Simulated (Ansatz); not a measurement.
# Li2RhN2 (P-3m1): equation of state with a fit in Python

Where is the equilibrium volume of Li2RhN2 (P-3m1), and how stiff is it? Aim: an equation of state with a fit, for Li2RhN2 (P-3m1), run from a script.

All numbers are computed with the Python package of Ansatz 0.2.0. Level of theory: DFT PBE, plane waves, PAW.

## Step 1: The structure

Symmetry: P-3m1, No. 164, trigonal system. The conventional cell has a = 3.221 Å, b = 3.221 Å, c = 5.076 Å, α = 90.00°, β = 90.00°, γ = 120.00°. Li (site symmetry 3m) has 4 N at 2.00 to 2.21 Å as nearest neighbours. Rh (site symmetry -3m) is surrounded by 6 N at 2.14 Å. Around N (site symmetry 3m) lie 4 Li at 2.00 to 2.21 Å and 3 Rh at 2.14 Å.

The script holds or builds the structure itself.

## Step 2: The script

li2rhn2_eos.py reads:

```python
# -*- coding: utf-8 -*-
"""Energy against volume for Li2RhN2, with a fit."""

import warnings

import ansatz as az
import numpy as np
from pymatgen.analysis.eos import EOS

VECTORS = np.array([
    [3.22146264, 0.0, 0.0],
    [-1.61073132, 2.78986848, 0.0],
    [0.0, 0.0, 5.07596605],
])
SITES = [
    ("Li", (2 / 3, 1 / 3, 0.35449)),
    ("Li", (1 / 3, 2 / 3, 0.64551)),
    ("Rh", (0.0, 0.0, 0.0)),
    ("N", (2 / 3, 1 / 3, 0.790692)),
    ("N", (1 / 3, 2 / 3, 0.209308)),
]


def on_lattice(cell):
    crystal = az.Crystal(lattice=az.Lattice.of(cell))
    for symbol, position in SITES:
        crystal = crystal.atom(symbol, position)
    return crystal

warnings.simplefilter("ignore", az.DeckWarning)

# uniform scaling of the cell
volumes, energies, pressures = [], [], []
for scale in np.linspace(0.94, 1.06, 7):
    cell = VECTORS * scale ** (1 / 3)
    calculation = (
        on_lattice(cell).calculation()
        .occupations(az.OccupationsMethod.FERMI_DIRAC, width=0.05)
        .basis(500)
        .kpoints(8, 8, 5)
        .stress()
    )
    summary = calculation.run(threads=1, pin="off").report
    volumes.append(abs(np.linalg.det(cell)) / len(SITES))
    energies.append(summary["free_energy_ev"] / len(SITES))
    pressures.append(np.trace(summary["stress_gpa"]) / 3)
    print(f"V = {volumes[-1]:8.4f} A^3/atom  F = {energies[-1]:.5f} eV/atom  P = {pressures[-1]:8.3f} GPa")

for form in ["murnaghan", "pourier_tarantola"]:
    fit = EOS(eos_name=form).fit(volumes, energies)
    print(f"{form:18s} V0 {fit.v0:8.4f} A^3/atom  B0 {fit.b0_GPa:7.1f} GPa  B1 {fit.b1:5.2f}")
```

## Step 3: The input behind the calls

The package turns the script's settings into the engine's input (first run):

```yaml
crystal:
  lattice:
    - [3.1557000518901597, 0.0, 0.0]
    - [-1.5778500259450798, 2.7329164081513984, 0.0]
    - [0.0, 0.0, 4.9723458308918]
  atoms:
    - { symbol: Li, position: [0.6666666666666666, 0.3333333333333333, 0.35449] }
    - { symbol: Li, position: [0.3333333333333333, 0.6666666666666666, 0.64551] }
    - { symbol: Rh, position: [0.0, 0.0, 0.0] }
    - { symbol: "N", position: [0.6666666666666666, 0.3333333333333333, 0.790692] }
    - { symbol: "N", position: [0.3333333333333333, 0.6666666666666666, 0.209308] }
basis:
  ecutwfc: 500.0
kpoints:
  mp_grid:
    grid: [8, 8, 5]
scf:
  occupations:
    method: fermi_dirac
    width: 0.05
output:
  stress: true
```

## Step 4: The run

Started as:

```sh
$ python li2rhn2_eos.py
```

**Question.** Where does the minimum lie against the volume typed, and how stiff is the crystal?

The runs gave:

| quantity | value |
| --- | --- |
| runs compared | 7 |
| range of energy | 23.92 meV/atom |
| lowest point, volume (Å³/atom) | 8.942 |
| equilibrium volume (fit) | 8.99 Å³/atom |
| bulk modulus (fit) | 172 GPa |

**Reading.** A third-order Birch-Murnaghan fit through the 7 points has its minimum at 8.99 Å³ an atom, 1.4 % below the typed cell, with a bulk modulus of 172 GPa and dB/dP = 4.6. From that minimum the energy rises by 11.3 meV an atom on the compressed side and 24.1 meV on the expanded side. Reading the output:
- Spin is left out of this run.
- Shape and fractional positions are held along the curve, so the bulk modulus is an upper value where they are free to relax.
- For a metal this k-point mesh is coarse: on a finer one energies can move by several to tens of meV an atom and pressures by half a GPa or more, differences at one mesh by less.
- Pressure is positive in compression.
- No functional is typed, so the default, PBE, holds.
- This cell is a computed structure, which may not be the phase found in nature.
